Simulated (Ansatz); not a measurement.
# Cl₃HSTi: a ladder of functionals and wavefunction methods

The task here is to estimate one member of a computed series from the others.

Computed with Ansatz 0.2.0, Gaussian basis. Level: functionals in def2-TZVPP, the program's frozen cores in correlated methods.

Plan: LDA (SPW92), PBE-D4, revPBE-D4, BLYP-D4, r2SCAN-D4, B97M-V, PBE0-D4, B3LYP-D4, r2SCANh-D4, r2SCAN0-D4, HSE06-D4, BHLYP-D4, CAM-B3LYP-D4, LC-ωPBE, ωB97X-V, ωB97M-V, B2PLYP, PBE-QIDH; CCSD(T)/def2-SVP; CCSD(T)/def2-TZVPP; MP2/def2-QZVPP; extrapolation to the limit; RPA on PBE.

**Structure used throughout**

The geometry comes from an earlier relaxation with PBE0-D4 in a triple-zeta def2 set; it is a stationary point.

SMILES `[SH][Ti]([Cl])([Cl])[Cl]`, 6 atoms, charge 0, spin multiplicity 1.

Atoms are counted from 1 here; the program's logs count them from 0.

Bond lengths: S1–Ti2 2.254 Å, S1–H6 1.350 Å, Ti2–Cl3 2.162 Å, Ti2–Cl4 2.173 Å, Ti2–Cl5 2.173 Å. Angles: Ti2–S1–H6 90.3°, S1–Ti2–Cl3 104.5°, S1–Ti2–Cl4 109.3°, S1–Ti2–Cl5 109.2°, Cl3–Ti2–Cl4 112.3°, Cl3–Ti2–Cl5 112.4°, Cl4–Ti2–Cl5 109.0°.

The first run:

in.yaml

```yaml
crystal:
  periodic: [false, false, false]
  atoms:
    - {symbol: S, position_ang: [-0.927535, 0.679664, 1.423313]}
    - {symbol: Ti, position_ang: [0.383732, -0.272925, -0.142453]}
    - {symbol: Cl, position_ang: [1.935268, -1.269368, 0.985441]}
    - {symbol: Cl, position_ang: [-0.800167, -1.662262, -1.320820]}
    - {symbol: Cl, position_ang: [1.173710, 1.271542, -1.450359]}
    - {symbol: H, position_ang: [-1.722908, 1.189149, 0.458678]}
basis:
  gaussian: {orbitals: def2-TZVPP}
hamiltonian: {xc: lda}
output: {orbitals: {seedname: orbitals}}
```

Steps of the session up to this table: LDA; PBE-D4 (GGA); revPBE-D4 (GGA); BLYP-D4 (GGA); r2SCAN-D4 (meta-GGA); B97M-V (meta-GGA); PBE0-D4 (hybrid); B3LYP-D4 (hybrid); r2SCANh-D4 (hybrid); r2SCAN0-D4 (hybrid); HSE06-D4 (hybrid); BHLYP-D4 (hybrid); CAM-B3LYP-D4 (range-separated); LC-ωPBE-D4 (range-separated; the results give it without D4); ωB97X-V (range-separated); ωB97M-V (range-separated); B2PLYP (double hybrid); PBE-QIDH (double hybrid).

One of the session's tables, all rows but one given; the rest of the session is left out.

It belongs to the step «Frontier levels by functional». 

| functional | HOMO (eV) | LUMO (eV) | gap (eV) |
| --- | --- | --- | --- |
| LDA (SPW92) | -7.25 | -4.71 | 2.55 |
| PBE-D4 | -7.11 | -4.49 | 2.62 |
| revPBE-D4 | ? | ? | ? |
| BLYP-D4 | -6.92 | -4.34 | 2.58 |
| r2SCAN-D4 | -7.42 | -4.48 | 2.94 |
| B97M-V | -7.49 | -4.45 | 3.03 |
| PBE0-D4 | -8.32 | -3.62 | 4.70 |
| B3LYP-D4 | -8.06 | -3.83 | 4.23 |
| r2SCANh-D4 | -7.86 | -4.13 | 3.73 |
| r2SCAN0-D4 | -8.53 | -3.59 | 4.94 |
| HSE06-D4 | -7.92 | -4.00 | 3.93 |
| BHLYP-D4 | -9.37 | -2.52 | 6.85 |
| CAM-B3LYP-D4 | -9.59 | -2.55 | 7.04 |
| LC-ωPBE | -10.99 | -1.57 | 9.42 |
| ωB97X-V | -10.62 | -1.53 | 9.09 |
| ωB97M-V | -10.43 | -1.46 | 8.97 |

Estimate the missing values for revPBE-D4.

As computed: HOMO (eV): -7.05; LUMO (eV): -4.42; gap (eV): 2.64. In the column «HOMO (eV)» it lies between PBE-D4 (-7.11) and BLYP-D4 (-6.92).
